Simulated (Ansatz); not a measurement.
# C3H9In (trimethylindium (TMIn)): CCSD/def2-SVP (core potential)

What is the energy change on altering one bond length of C3H9In (trimethylindium (TMIn)) at CCSD/def2-SVP (core potential)? 

Program for the calculation: Ansatz 0.2.0.

35 further runs of the same task are left out: 2 that didn't finish, 33 set aside as unsound or not needed.

## Step 1: Starting point

C3H9In has 13 atoms, charge 0, and is taken as a singlet. SMILES: `[CH3][In]([CH3])[CH3]`. The coordinates come from a PBE0-D4/def2-TZVP relaxation.

Bond lengths: C1–In2 2.164 Å, In2–C3 2.164 Å, In2–C4 2.164 Å, C1–H5 1.091 Å, C1–H6 1.094 Å, C1–H7 1.091 Å, C3–H8 1.091 Å, C3–H9 1.091 Å, C3–H10 1.094 Å, C4–H11 1.091 Å, C4–H12 1.094 Å, C4–H13 1.091 Å. Some angles: C1–In2–C3 120.0°, C1–In2–C4 120.1°, C3–In2–C4 119.9°, In2–C1–H5 111.3°, In2–C1–H6 109.3°, In2–C1–H7 111.3°, In2–C3–H8 111.3°, In2–C3–H9 111.4°, In2–C3–H10 109.2°, In2–C4–H11 111.4°.

## Step 2: The energy at CCSD/def2-SVP (core potential)

The input, in.yaml:

```yaml
crystal:
  periodic: [false, false, false]
  atoms:
    - {symbol: C, position_ang: [-0.506200, 1.897900, -0.902800]}
    - {symbol: In, position_ang: [0.007900, -0.003300, -0.006900]}
    - {symbol: C, position_ang: [1.475300, -0.088600, 1.581000]}
    - {symbol: C, position_ang: [-0.956600, -1.818200, -0.683200]}
    - {symbol: H, position_ang: [0.329400, 2.598000, -0.853700]}
    - {symbol: H, position_ang: [-1.344900, 2.339400, -0.357000]}
    - {symbol: H, position_ang: [-0.811500, 1.777000, -1.943300]}
    - {symbol: H, position_ang: [1.276400, -0.918200, 2.261200]}
    - {symbol: H, position_ang: [1.500700, 0.842500, 2.149300]}
    - {symbol: H, position_ang: [2.467200, -0.242700, 1.146600]}
    - {symbol: H, position_ang: [-1.254700, -1.743900, -1.730100]}
    - {symbol: H, position_ang: [-1.858700, -1.990800, -0.089300]}
    - {symbol: H, position_ang: [-0.304000, -2.683700, -0.557100]}
basis:
  gaussian: {orbitals: def2-SVP}
correlation: {method: ccsd, frozen_orbitals: {C: 1, H: 0, In: 4}}
accuracy: high
scf: {omitted_lower_state_checks: [cluster_reference, increment]}
```

Started as:

```console
$ ansatz run in.yaml --threads 1 --pin off --max-ram 3480MiB --events-out events.jsonl --progress --plain --runs-dir runs
```

Log, shortened:

```text
Warning: RAYON_NUM_THREADS=1 ignored (pool sized by the plan → 1); use --threads N
Functional definition: HF
  name "HF"
[...]
2860 factors; integrals over basis functions are off by at most 1.9e-8 eV
[...]
mean field -8379.31966098 eV, -307.9343178342 hartree, gradient 2.2e-8 eV, S^2 0.000000; 0 other end points of the search recorded, 0 dependent functions left out
7 core orbitals not correlated: weight in the atoms' cores, before any rotation towards them, 1.000 or more for the frozen orbitals, at most 0.000 for the correlated occupied ones
reference -8379.31966098 eV, -307.9343178342 hartree; 17, 17 occupied and 89, 89 virtual orbitals, 2860 factors
second order -14.61776989 eV of doubles, -0.00000000 eV of singles
cycle   1  -15.66878914 eV  change    -1.1e0 eV  update   8.4e-2
[...]
cycle  20  -16.17239847 eV  change   7.6e-10 eV  update   2.2e-9
Total energy: -8395.49205945 eV, -308.5286425160 hartree
Checks for a lower state left out: cluster_reference, increment
```

Run time: 59 s. Hardware: 1 thread of Arm Neoverse V1, shared host; peak memory 1.2 GiB.

## Step 3: The distorted shape, same level

The input, input.yaml:

```yaml
basis:
  gaussian: {orbitals: def2-SVP}
crystal:
  periodic: [false, false, false]
  atoms:
    - symbol: C
      position_ang: [-1.174672, 1.337826, -0.942080]
    - symbol: In
      position_ang: [-0.660572, -0.563374, -0.046180]
    - symbol: C
      position_ang: [0.806828, -0.648674, 1.541720]
    - symbol: C
      position_ang: [-1.625072, -2.378274, -0.722480]
    - symbol: H
      position_ang: [0.329400, 2.598000, -0.853700]
    - symbol: H
      position_ang: [-2.013372, 1.779326, -0.396280]
    - symbol: H
      position_ang: [-1.479972, 1.216926, -1.982580]
    - symbol: H
      position_ang: [0.607928, -1.478274, 2.221920]
    - symbol: H
      position_ang: [0.832228, 0.282426, 2.110020]
    - symbol: H
      position_ang: [1.798728, -0.802774, 1.107320]
    - symbol: H
      position_ang: [-1.923172, -2.303974, -1.769380]
    - symbol: H
      position_ang: [-2.527172, -2.550874, -0.128580]
    - symbol: H
      position_ang: [-0.972472, -3.243774, -0.596380]
scf: {omitted_lower_state_checks: [cluster_reference, increment]}
accuracy: high
correlation: {method: ccsd, frozen_orbitals: {C: 1, H: 0, In: 4}}
```

Started as:

```console
$ ansatz run input.yaml --threads 1 --pin off --max-ram 3480MiB --events-out events.jsonl --progress --plain --runs-dir runs
```

Log, shortened:

```text
Warning: RAYON_NUM_THREADS=1 ignored (pool sized by the plan → 1); use --threads N
Functional definition: HF
  name "HF"
[...]
2865 factors; integrals over basis functions are off by at most 7.4e-9 eV
[...]
mean field -8375.53189041 eV, -307.7951198330 hartree, gradient 2.5e-8 eV, S^2 0.000000; 0 other end points of the search recorded, 0 dependent functions left out; unrestricted orbitals would lower it
7 core orbitals not correlated: weight in the atoms' cores, before any rotation towards them, 1.000 or more for the frozen orbitals, at most 0.000 for the correlated occupied ones
reference -8375.53189041 eV, -307.7951198330 hartree; 17, 17 occupied and 89, 89 virtual orbitals, 2865 factors
second order -14.83408841 eV of doubles, -0.00000000 eV of singles
cycle   1  -15.91000983 eV  change    -1.1e0 eV  update   1.1e-1
[...]
cycle  25  -16.65791621 eV  change  -9.7e-10 eV  update   1.2e-9
Total energy: -8392.18980662 eV, -308.4072869626 hartree
Checks for a lower state left out: cluster_reference, increment
```

It took 72 s on 1 thread of Arm Neoverse V1, shared host; peak memory 1.2 GiB.

## Step 4: Results

At CCSD/def2-SVP (core potential), 7 core orbitals frozen:

| quantity | value |
| --- | --- |
| first shape: total energy | -308.52864 Eh |
| first shape: correlation energy (7 core orbitals frozen) | -594.3 mEh |
| first shape: T1 diagnostic | 0.009 |
| distorted shape: total energy | -308.40729 Eh |
| distorted shape: correlation energy (7 core orbitals frozen) | -612.2 mEh |
| distorted shape: T1 diagnostic | 0.015 |
| energy change with the C1–H5 bond stretched from 1.091 to 1.964 Å | 3.302 eV |

**Reading.** One bond (distorted shape) is far stretched, which a spin-restricted single reference describes badly; a broken-symmetry solution may lie lower. With the C1–H5 bond stretched from 1.091 to 1.964 Å the energy rises by 3.30 eV (76 kcal/mol). The first shape isn't relaxed at this level, so the change isn't measured from a minimum. A restricted reference can't describe the breaking bond well at this length. The restricted solution (distorted shape) is unstable to spin breaking: an unrestricted one lies lower.
